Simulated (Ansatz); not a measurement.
# NbReSi: the cost of one run

Program: the Python package of Ansatz 0.2.0. Level of theory: DFT PBEsol, plane waves, PAW. These are calculated values, not measurements.

### 1 The structure

Symmetry: P-62m, No. 189, hexagonal system. The conventional cell has a = 6.816 Å, b = 6.816 Å, c = 3.299 Å, α = 90.00°, β = 90.00°, γ = 120.00°. Around Nb (site symmetry m2m) lie 5 Si at 2.65 to 2.74 Å and 6 Re at 2.84 to 2.92 Å. Si (site symmetry -6) is surrounded by 3 Re at 2.57 Å and 6 Nb at 2.65 Å. Around Si (site symmetry -62m) lie 6 Re at 2.41 Å and 3 Nb at 2.74 Å. Re (site symmetry m2m) is surrounded by 4 Si at 2.41 to 2.57 Å.

The script holds or builds the structure itself.

### 2 Script

File eos_nbresi.py:

```python
"""Energy against volume for NbReSi, with a fit."""

import warnings

import ansatz as az
import numpy as np
from scipy.optimize import curve_fit

vectors0 = np.array([
    [6.816406, 0.0, 0.0],
    [-3.408203, 5.903181, 0.0],
    [0.0, 0.0, 3.298657],
])
sites = [
    ("Nb", [0.401854, 0.401854, 0.5]),
    ("Nb", [0.598146, 0.0, 0.5]),
    ("Nb", [0.0, 0.598146, 0.5]),
    ("Si", [2 / 3, 1 / 3, 0.0]),
    ("Si", [1 / 3, 2 / 3, 0.0]),
    ("Si", [0.0, 0.0, 0.5]),
    ("Re", [0.741441, 0.741441, 0.0]),
    ("Re", [0.258559, 0.0, 0.0]),
    ("Re", [0.0, 0.258559, 0.0]),
]


def make_crystal(cell):
    crystal = az.Crystal(lattice=az.Lattice.of(cell))
    for symbol, position in sites:
        crystal = crystal.atom(symbol, position)
    return crystal

def vinet(v, e0, v0, b0, b1):
    eta = (v / v0) ** (1 / 3)
    return e0 + 2 * b0 * v0 / (b1 - 1) ** 2 * (2 - (5 + 3 * b1 * (eta - 1) - 3 * eta) * np.exp(-1.5 * (b1 - 1) * (eta - 1)))


def main() -> None:
    warnings.simplefilter("ignore", az.DeckWarning)

    # scale the volume, keep shape and fractions
    volumes, energies = [], []
    for scale in np.linspace(0.92, 1.08, 7):
        cell = vectors0 * scale ** (1 / 3)
        job = (
            make_crystal(cell).calculation()
            .accuracy("low")
            .scf(tolerance=1e-06, extra_bands=12)
            .functional(az.Functional.PBESOL)
            .occupations("cold", width=150 * az.meV)
            .basis(320)
            .kpoints(5, 5, 8)
        )
        data = job.run().report
        volumes.append(abs(np.linalg.det(cell)) / len(sites))
        energies.append(data["free_energy_ev"] / len(sites))
        print(f"V = {volumes[-1]:8.4f} A^3/atom  F = {energies[-1]:.5f} eV/atom")

    guess = (min(energies), volumes[int(np.argmin(energies))], 0.5, 4.5)
    (e0, v0, b0, b1), _ = curve_fit(vinet, np.array(volumes), np.array(energies), p0=guess, maxfev=20000)
    print(f"Vinet fit: V0 = {v0:.4f} A^3/atom, B0 = {160.21766 * b0:.1f} GPa, B1 = {b1:.2f}")
    print("largest residual", round(1000 * float(np.abs(vinet(np.array(volumes), e0, v0, b0, b1) - energies).max()), 3), "meV/atom")


if __name__ == "__main__":
    main()
```

### 3 The calls as engine input

The engine receives this input (first run):

```yaml
crystal:
  lattice:
    - [6.629560310571168, 0.0, 0.0]
    - [-3.314780155285584, 5.741367879747453, 0.0]
    - [0.0, 0.0, 3.208236939728613]
  atoms:
    - { symbol: Nb, position: [0.401854, 0.401854, 0.5] }
    - { symbol: Nb, position: [0.598146, 0.0, 0.5] }
    - { symbol: Nb, position: [0.0, 0.598146, 0.5] }
    - { symbol: Si, position: [0.6666666666666666, 0.3333333333333333, 0.0] }
    - { symbol: Si, position: [0.3333333333333333, 0.6666666666666666, 0.0] }
    - { symbol: Si, position: [0.0, 0.0, 0.5] }
    - { symbol: Re, position: [0.741441, 0.741441, 0.0] }
    - { symbol: Re, position: [0.258559, 0.0, 0.0] }
    - { symbol: Re, position: [0.0, 0.258559, 0.0] }
accuracy: low
basis:
  ecutwfc: 320.0
kpoints:
  mp_grid:
    grid: [5, 5, 8]
hamiltonian:
  xc: pbesol
scf:
  n_extra_bands: 12
  convergence:
    dr2_threshold: 1.0e-06
  occupations:
    method: cold
    width: 0.15
```

### 4 Running it

Started as:

```
> python eos_nbresi.py
```

**Question.** How long does this script take on 1 thread of Arm Neoverse V1, shared host, and how much memory does it need?

About 61 s, with a peak of 0.52 GiB.
